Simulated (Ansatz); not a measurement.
# Si started on an N site in wurtzite AlN, 96 atoms, charge +1

Aim: let the atoms about the defect relax, then find its formation energy and its levels in the gap by PBEsol and HSE06.

All numbers are computed with Ansatz 0.2.0 (PAW, plane waves).

## 1. Starting point

96 atoms (48 Al, 47 N, 1 Si); a = 9.341 Å, b = 10.787 Å, c = 9.967 Å, α = 90.00°, β = 90.00°, γ = 90.00°. All atoms were shaken off their sites by about 0.02 Å along each axis. Defect site 1: (0.500, 0.583, 0.440).

Plan of the steps: (2) PBEsol relaxation at the single k point (¼, ¼, ¼), on 8 threads of Arm Neoverse-V2; (3) HSE06 single point at the single k point (¼, ¼, ¼), on 8 threads of Arm Neoverse-V2.

## 2. Relaxation of the positions (PBEsol)

Contents of in.yaml:

```yaml
crystal:
  lattice:
    - [9.341448, 0.000000, 0.000000]
    - [0.000000, 10.786575, 0.000000]
    - [0.000000, 0.000000, 9.967057]
  atoms:
    - { symbol: Al, position: [0.168493, 0.085962, 0.246438] }
    - { symbol: Al, position: [0.166082, 0.085621, 0.750076] }
    - { symbol: Al, position: [0.998219, 0.329318, 0.248467] }
    - { symbol: Al, position: [0.000677, 0.332254, 0.749344] }
    - { symbol: Al, position: [0.498836, 0.084214, 0.247768] }
    - { symbol: Al, position: [0.495777, 0.081731, 0.748730] }
    - { symbol: Al, position: [0.332796, 0.332475, 0.248227] }
    - { symbol: Al, position: [0.332979, 0.331228, 0.752658] }
    - { symbol: Al, position: [0.166315, 0.583476, 0.247352] }
    - { symbol: Al, position: [0.166140, 0.583582, 0.748113] }
    - { symbol: Al, position: [0.997219, 0.829848, 0.245122] }
    - { symbol: Al, position: [0.001565, 0.833833, 0.747449] }
    - { symbol: Al, position: [0.831898, 0.079192, 0.249026] }
    - { symbol: Al, position: [0.832248, 0.083956, 0.748943] }
    - { symbol: Al, position: [0.666534, 0.331804, 0.250272] }
    - { symbol: Al, position: [0.669545, 0.330435, 0.747164] }
    - { symbol: Al, position: [0.498956, 0.580968, 0.251068] }
    - { symbol: Al, position: [0.502941, 0.581039, 0.748134] }
    - { symbol: Al, position: [0.331429, 0.830068, 0.249944] }
    - { symbol: Al, position: [0.334065, 0.835197, 0.749804] }
    - { symbol: Al, position: [0.831599, 0.583568, 0.244658] }
    - { symbol: Al, position: [0.832929, 0.579322, 0.749020] }
    - { symbol: Al, position: [0.669606, 0.830123, 0.249601] }
    - { symbol: Al, position: [0.672543, 0.830388, 0.750307] }
    - { symbol: Al, position: [0.997761, 0.170347, 0.494289] }
    - { symbol: Al, position: [0.996985, 0.166849, 0.002257] }
    - { symbol: Al, position: [0.334707, 0.169344, 0.495876] }
    - { symbol: Al, position: [0.334788, 0.169180, 0.999894] }
    - { symbol: Al, position: [0.167295, 0.416765, 0.498333] }
    - { symbol: Al, position: [0.167459, 0.414556, 0.996365] }
    - { symbol: Al, position: [0.000836, 0.666899, 0.499160] }
    - { symbol: Al, position: [0.998506, 0.668266, 0.000515] }
    - { symbol: Al, position: [0.668336, 0.163601, 0.500330] }
    - { symbol: Al, position: [0.668200, 0.164562, 0.995964] }
    - { symbol: Al, position: [0.498309, 0.416939, 0.499168] }
    - { symbol: Al, position: [0.495725, 0.418828, 0.999312] }
    - { symbol: Al, position: [0.332128, 0.668199, 0.499499] }
    - { symbol: Al, position: [0.331176, 0.666964, 0.997643] }
    - { symbol: Al, position: [0.172810, 0.916499, 0.502565] }
    - { symbol: Al, position: [0.166622, 0.916402, 0.998926] }
    - { symbol: Al, position: [0.832910, 0.416638, 0.499676] }
    - { symbol: Al, position: [0.830770, 0.415971, 0.998678] }
    - { symbol: Al, position: [0.666355, 0.667746, 0.498781] }
    - { symbol: Al, position: [0.663188, 0.668103, 0.998163] }
    - { symbol: Al, position: [0.499218, 0.913750, 0.494849] }
    - { symbol: Al, position: [0.497371, 0.913500, 0.996723] }
    - { symbol: Al, position: [0.836254, 0.918718, 0.496228] }
    - { symbol: Al, position: [0.836225, 0.917770, 0.000852] }
    - { symbol: N, position: [0.999809, 0.169216, 0.188950] }
    - { symbol: N, position: [0.000961, 0.165132, 0.693176] }
    - { symbol: N, position: [0.328876, 0.166237, 0.192537] }
    - { symbol: N, position: [0.332551, 0.163782, 0.690441] }
    - { symbol: N, position: [0.165783, 0.416176, 0.188885] }
    - { symbol: N, position: [0.163221, 0.413815, 0.689107] }
    - { symbol: N, position: [0.998942, 0.666568, 0.186446] }
    - { symbol: N, position: [0.995072, 0.664168, 0.688174] }
    - { symbol: N, position: [0.666942, 0.167977, 0.189317] }
    - { symbol: N, position: [0.669221, 0.166568, 0.687410] }
    - { symbol: N, position: [0.501840, 0.417412, 0.191059] }
    - { symbol: N, position: [0.498277, 0.415845, 0.689903] }
    - { symbol: N, position: [0.332179, 0.670298, 0.187457] }
    - { symbol: N, position: [0.333446, 0.664450, 0.691137] }
    - { symbol: N, position: [0.166566, 0.917043, 0.192000] }
    - { symbol: N, position: [0.162717, 0.918464, 0.687205] }
    - { symbol: N, position: [0.833669, 0.416066, 0.190060] }
    - { symbol: N, position: [0.830855, 0.415155, 0.686638] }
    - { symbol: N, position: [0.666741, 0.663469, 0.189699] }
    - { symbol: N, position: [0.664551, 0.665816, 0.688168] }
    - { symbol: N, position: [0.497649, 0.917469, 0.192052] }
    - { symbol: N, position: [0.499731, 0.916739, 0.690050] }
    - { symbol: N, position: [0.832741, 0.918996, 0.191207] }
    - { symbol: N, position: [0.831725, 0.917995, 0.689592] }
    - { symbol: N, position: [0.170751, 0.084840, 0.442153] }
    - { symbol: N, position: [0.167630, 0.083622, 0.940564] }
    - { symbol: N, position: [0.996063, 0.332880, 0.440835] }
    - { symbol: N, position: [0.999983, 0.334808, 0.941416] }
    - { symbol: N, position: [0.501737, 0.082435, 0.441371] }
    - { symbol: N, position: [0.500757, 0.085684, 0.936255] }
    - { symbol: N, position: [0.336332, 0.334352, 0.437859] }
    - { symbol: N, position: [0.330293, 0.335157, 0.939991] }
    - { symbol: N, position: [0.167103, 0.586292, 0.435236] }
    - { symbol: N, position: [0.169732, 0.582278, 0.941360] }
    - { symbol: N, position: [0.000285, 0.833190, 0.442436] }
    - { symbol: N, position: [0.996310, 0.835149, 0.942686] }
    - { symbol: N, position: [0.834565, 0.087003, 0.439781] }
    - { symbol: N, position: [0.827985, 0.083639, 0.936578] }
    - { symbol: N, position: [0.666598, 0.332903, 0.440223] }
    - { symbol: N, position: [0.664334, 0.332538, 0.942278] }
    - { symbol: N, position: [0.501445, 0.583538, 0.941060] }
    - { symbol: N, position: [0.333908, 0.832789, 0.437122] }
    - { symbol: N, position: [0.331955, 0.832269, 0.937200] }
    - { symbol: N, position: [0.837551, 0.584069, 0.439879] }
    - { symbol: N, position: [0.834622, 0.581541, 0.940744] }
    - { symbol: N, position: [0.666669, 0.832936, 0.441961] }
    - { symbol: N, position: [0.667005, 0.830160, 0.940856] }
    - { symbol: Si, position: [0.500627, 0.584902, 0.439485] }
  symmetry: { detect: false }
kpoints:
  mp_grid: { grid: [1, 1, 1], shift: [0.25, 0.25, 0.25] }
hamiltonian:
  xc: pbesol
total_charge: 1
scf:
  occupations: { method: fermi_dirac, width: 0.01 }
relax:
  f_tol: 0.03
  max_steps: 80
  escape_saddle: false
  adjacent_minimum: "off"
output:
  forces: true
  eigenvalues: true
  populations: true
  charged_corrections: { epsilon: 8.5 }
  write_density: true
  write_potential: true
  elf: true
  volumetric_format: npy
```

Launch:

```sh
$ ansatz run in.yaml --threads 8 --pin off --max-ram 17100MiB --runs-dir r --events-out ev --progress --plain
```

After this run come: Single point with HSE06.

What does the calculation give? Wanted: for each run, formation energy; host gap; top filled to lowest empty.

As calculated:

```
             level                     time  formation energy (eV)  host gap (eV)  top filled to lowest empty (eV)
PBEsol, relaxation  3.5 min (8 CPU threads)                   7.23           4.09                             0.73
             HSE06  5.9 min (8 CPU threads)                   6.94           5.55                             1.64
```

| quantity | value |
| --- | --- |
| relaxation | 14 recorded steps, 9.25 eV gained |
| largest shift | 0.82 Å (Al17) |

**In words.** The relaxation lowers the energy by 9.25 eV; the largest shift is 0.82 Å (Al17). The formation energy at E_F = VBM goes from 7.23 eV (PBEsol) to 6.94 eV (HSE06), as the host gap goes from 4.09 to 5.55 eV. The reservoirs are the elements' reference phases; where the defect changes the composition, the value depends on that choice. HSE06 puts 3 localised levels over 0.1 eV inside the gap, at 1.72 (filled), 1.80 (filled), 3.44 (empty) eV, the tightest of them shared by about 6 atoms. The host's edges were read at Γ, so band-like levels at this k point need not coincide with them. Finite-cell errors of some tenths of an eV remain in such numbers. The dielectric constant of 8.5 in the correction is an assumed value.
